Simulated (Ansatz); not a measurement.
# Cs: stress in a strained cell

Cs is deformed so: equal xy, yz and zx engineering shear strains of +1 %. What stress and forces result, by LAPW, PAW and all-electron datasets made for the crystal?

Computed with Ansatz 0.2.0 (DFT LDA, scalar-relativistic, unless a step's input says otherwise).

### Step 1. The starting structure

Symmetry: Im-3m, No. 229, cubic system. The conventional cell has a = 6.045 Å, b = 6.045 Å, c = 6.045 Å, α = 90.00°, β = 90.00°, γ = 90.00°.

Coordinates:

```
Cs
1.0
    -3.02250    3.02250    3.02250
     3.02250   -3.02250    3.02250
     3.02250    3.02250   -3.02250
Cs
1
Direct
  0.00000 0.00000 0.00000
```

### Step 2. After the deformation

Space group Im-3m before, R-3m after.

### Step 3. All-electron LAPW

File input.yaml:

```yaml
crystal:
  lattice:
    - [-2.992275, 3.0225, 3.0225]
    - [3.0225, -2.992275, 3.0225]
    - [3.0225, 3.0225, -2.992275]
  atoms:
    - { symbol: Cs, position: [0.0, 0.0, 0.0] }
kpoints:
  mp_grid: { grid: [9, 9, 9] }
  band_path:
    path:
      - [0.0, 0.0, 0.0]
      - [0.0, 0.0, 0.5]
      - [-0.5, 0.5, 0.5]
      - [-0.7474684983, 0.2525315017, 0.2525315017]
      - [0.2525315017, 0.2525315017, 0.2525315017]
      - [0.0, 0.0, 0.0]
      - [-0.5, 0.0, 0.5]
    npoints: 5
scf:
  occupations: { method: fermi_dirac, width: 0.05 }
hamiltonian:
  xc: lda
  pseudopotentials: { kind: all_electron, lapw: { basis_error: 0.001 } }
output:
  forces: true
  stress: true
  eigenvalues: true
```

Started as:

```bash
$ ansatz run input.yaml --threads 1 --pin off --max-ram 3072MiB --backend cpu --events-out ev --progress --plain --runs-dir out
```

### Step 4. Frozen-core PAW

File input.yaml:

```yaml
crystal:
  lattice:
    - [-2.992275, 3.0225, 3.0225]
    - [3.0225, -2.992275, 3.0225]
    - [3.0225, 3.0225, -2.992275]
  atoms:
    - { symbol: Cs, position: [0.0, 0.0, 0.0] }
kpoints:
  mp_grid: { grid: [9, 9, 9] }
scf:
  occupations: { method: fermi_dirac, width: 0.05 }
hamiltonian:
  xc: lda
  pseudopotentials: { kind: paw }
output:
  forces: true
  stress: true
  eigenvalues: true
  efg: { contact_densities: true }
```

### Step 5. Datasets made for this crystal

input.yaml: that of step 4 with these lines changed.

```diff
@@ -13,3 +13,3 @@
   xc: lda
-  pseudopotentials: { kind: paw }
+  pseudopotentials: { kind: all_electron, datasets: crystal }
 output:
```

(Steps that only read results are left out.)

What does the calculation give? Wanted: pressure; largest shear or deviatoric stress.

The runs gave:

| quantity | value |
| --- | --- |
| pressure | LAPW -0.28, PAW -0.28, crystal datasets -0.28 GPa |
| largest shear or deviatoric stress (LAPW) | 0.02 GPa |

In words: The largest part of the stress beyond the pressure is 0.02 GPa in size. No run of the undeformed cell stands beside it, so the pressure holds what the given cell had before the change. PAW: stress within 0.01 GPa of LAPW. Crystal datasets: stress within 0.01 GPa of LAPW. Spin-orbit coupling is left out, though the cell holds Cs; in elements this heavy it can shift bands and gaps by tenths of an eV.
